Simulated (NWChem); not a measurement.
# SbH2Cl (SMILES [H][Sb]([H])[Cl]): levels of theory compared

Wanted: a comparison of 3 runs (HF/def2-TZVP, PBE0/STO-3G, CAM-B3LYP/def2-TZVP) of SbH2Cl. 

The results are computed with NWChem 7.3.0.

### 1 The system as given

SbH2Cl: 4 atoms, total charge 0, spin state singlet. SMILES: `[H][Sb]([H])[Cl]`. The shape comes from GFN2-xTB, which is rough for such elements, and wasn't checked as a minimum.

Bond lengths: Sb1–Cl4 2.339 Å, Sb1–H2 1.703 Å, Sb1–H3 1.703 Å. Angles: H2–Sb1–Cl4 92.2°, H3–Sb1–Cl4 92.3°, H2–Sb1–H3 87.7°.

### 2 Energy and gradient at HF/def2-TZVP (core potential) (run 1)

Input file clh2sb.nw:

```
start clh2sb
memory total 2200 mb

geometry noautosym nocenter noautoz
  Sb    0.057890    0.113810    0.814180
  H     1.451710    0.120940   -0.163880
  H    -0.570030    1.338380   -0.188270
  Cl   -0.939570   -1.573130   -0.462030
end

basis spherical bse
  Sb library def2-TZVP
  H library def2-TZVP
  Cl library def2-TZVP
end

ecp bse
  Sb library def2-TZVP
end

scf
  thresh 1e-08
  maxiter 80
  print low
end

task scf gradient
```

Started as:

```
$ nwchem clh2sb.nw > clh2sb.out
```

What it wrote:

```text
[...]
  functions       =    99
[...]
  wavefunction    = RHF
[...]
         Total SCF energy =   -699.956870149612
      One-electron energy =  -1273.754054640366
      Two-electron energy =    464.698119659195
 Nuclear repulsion energy =    109.099064831559
        Time for solution =     25.5s
[...]
                         RHF ENERGY GRADIENTS
    atom               coordinates                        gradient
                 x          y          z           x          y          z
   1 Sb      0.109396   0.215070   1.538577   -0.004104  -0.006446   0.009591
   2 H       2.743334   0.228543  -0.309688   -0.002020   0.001050  -0.005397
   3 H      -1.077201   2.529171  -0.355779    0.002037  -0.001336  -0.005261
   4 Cl     -1.775530  -2.972785  -0.873110    0.004087   0.006732   0.001066
 Task  times  cpu:       35.5s     wall:       35.5s
 Total times  cpu:       35.5s     wall:       35.5s
```

Wall time 36 s (1 thread of Intel Xeon Platinum 8559C (Emerald Rapids), shared host); peak memory 0.12 GiB.

### 3 Energy and forces at PBE0/STO-3G (run 2)

Input file job.nw:

```
start job
title "ClH2Sb gradient"
memory total 2200 mb
charge 0

geometry noautosym nocenter noautoz
  Sb       0.057890       0.113810       0.814180
  H        1.451710       0.120940      -0.163880
  H       -0.570030       1.338380      -0.188270
  Cl      -0.939570      -1.573130      -0.462030
end

basis spherical bse
  * library STO-3G
end

dft
  xc pbe0
  grid xfine
  convergence energy 1e-08
  iterations 100
  mulliken
  print low
end

task dft gradient
```

Started as:

```
$ nwchem job.nw > job.out
```

What it wrote:

```text
[...]
 d= 0,ls=0.0,diis     1  -6709.4079390708 -6.94D+03  2.58D-02  1.00D-01     0.8
[...]
 d= 0,ls=0.0,diis     7  -6709.4348099610 -1.32D-09  2.02D-07  2.46D-12     3.6
         Total DFT energy =    -6709.434809961007
      One electron energy =    -9730.471259098551
           Coulomb energy =     2981.833850604581
    Exchange-Corr. energy =     -195.006434730566
 Nuclear repulsion energy =      234.209033263530
[...]
      Total Density - Mulliken Population Analysis
     ---------------------------------------------
    Atom       Charge   Shell Charges
 -----------   ------   -------------------------------------------------------
    1 Sb  51    50.50   2.00  2.00  6.00  2.00  6.00  2.00  5.98  1.73  2.81 10.00  9.98
    2 H    1     1.08   1.08
    3 H    1     1.08   1.08
    4 Cl  17    17.34   2.00  2.00  5.99  2.00  5.36
[...]
                         DFT ENERGY GRADIENTS
    atom               coordinates                        gradient
                 x          y          z           x          y          z
   1 Sb      0.109396   0.215070   1.538577   -0.013007  -0.021259   0.008912
   2 H       2.743334   0.228543  -0.309688    0.006364   0.001978  -0.008644
   3 H      -1.077201   2.529171  -0.355779   -0.001002   0.006480  -0.008642
   4 Cl     -1.775530  -2.972785  -0.873110    0.007645   0.012801   0.008375
 Task  times  cpu:        5.1s     wall:        5.1s
 Total times  cpu:        5.1s     wall:        5.1s
```

Wall time 6 s (1 thread of Intel Xeon Platinum 8559C (Emerald Rapids), shared host); peak memory 0.12 GiB.

### 4 Energy and gradient at CAM-B3LYP/def2-TZVP (core potential) (run 3)

Input file clh2sb.nw:

```
START clh2sb
TITLE "SbH2Cl"
memory 2200 mb
GEOMETRY units angstroms noautosym nocenter noautoz
   Sb       0.057890       0.113810       0.814180
   H        1.451710       0.120940      -0.163880
   H       -0.570030       1.338380      -0.188270
   Cl      -0.939570      -1.573130      -0.462030
END
BASIS spherical bse
   * library def2-TZVP
END
ECP bse
   Sb library def2-TZVP
END
DFT
   xc xcamb88 1.00 lyp 0.81 vwn_5 0.19 hfexch 1.00
   cam 0.33 cam_alpha 0.19 cam_beta 0.46
   grid fine
   convergence energy 1e-08
   direct
   maxiter 100
   mulliken
END
TASK dft gradient
```

Started as:

```
$ nwchem clh2sb.nw > clh2sb.out
```

What it wrote:

```text
[...]
          Wavefunction type:  closed shell.
          No. of atoms     :     4
          No. of electrons :    42
[...]
          Charge           :     0
          Spin multiplicity:     1
[...]
          AO basis - number of functions:    99
[...]
              XC Information
              --------------
                     Hartree-Fock (Exact) Exchange  1.000
                   CAM-Becke88 Exchange Functional  1.000
                      VWN V Correlation Functional  0.190 local
              Lee-Yang-Parr Correlation Functional  0.810
[...]
 d= 0,ls=0.0,diis     1   -701.6507446716 -8.11D+02  9.04D-03  6.61D-01     7.3
[...]
 d= 0,ls=0.0,diis     9   -701.6890041247 -3.68D-09  9.18D-07  9.56D-10    55.5
         Total DFT energy =     -701.689004124682
      One electron energy =    -1274.232455787599
           Coulomb energy =      511.834394828777
    Exchange-Corr. energy =      -48.390007997418
 Nuclear repulsion energy =      109.099064831559
[...]
  wavefunction    = closed shell
[...]
                         DFT ENERGY GRADIENTS
    atom               coordinates                        gradient
                 x          y          z           x          y          z
   1 Sb      0.109396   0.215070   1.538577   -0.002668  -0.004226   0.002232
   2 H       2.743334   0.228543  -0.309688   -0.002906   0.000151  -0.002213
   3 H      -1.077201   2.529171  -0.355779    0.001594  -0.002513  -0.002078
   4 Cl     -1.775530  -2.972785  -0.873110    0.003980   0.006588   0.002059
[...]
```

It took 95 s on 1 thread of Intel Xeon Platinum 8559C (Emerald Rapids), shared host; peak memory 0.16 GiB.

### 5 Overview of the runs

```
run                                 level  core potential  iteration cap   energy (Eh)  largest force (eV/Å)  wall time
  1         HF/def2-TZVP (core potential)       def2-TZVP             80   -699.956870                 0.631       36 s
  2                           PBE0/STO-3G               –            100  -6709.434810                 1.361        6 s
  3  CAM-B3LYP/def2-TZVP (core potential)       def2-TZVP            100   -701.689004                 0.410       95 s
```

### 6 What came out

| quantity | value |
| --- | --- |
| run 3: total energy | -701.68900 Eh |
| run 3: dipole moment | 2.53 D |
| run 3: HOMO energy | -9.01 eV |
| run 3: LUMO energy | -0.67 eV |
| run 3: HOMO–LUMO gap | 8.33 eV |
| run 3: largest force on an atom | 0.410 eV/Å |

In words: Totals of different functionals can't be ranked against each other. Some runs of one species differ in core potentials or relativity; totals across that change don't compare. In run 2 the basis is minimal, so the values are rough. In run 2 relativity is left out where basis or elements ask for it. All runs together took 2.3 min, the longest 95 s.
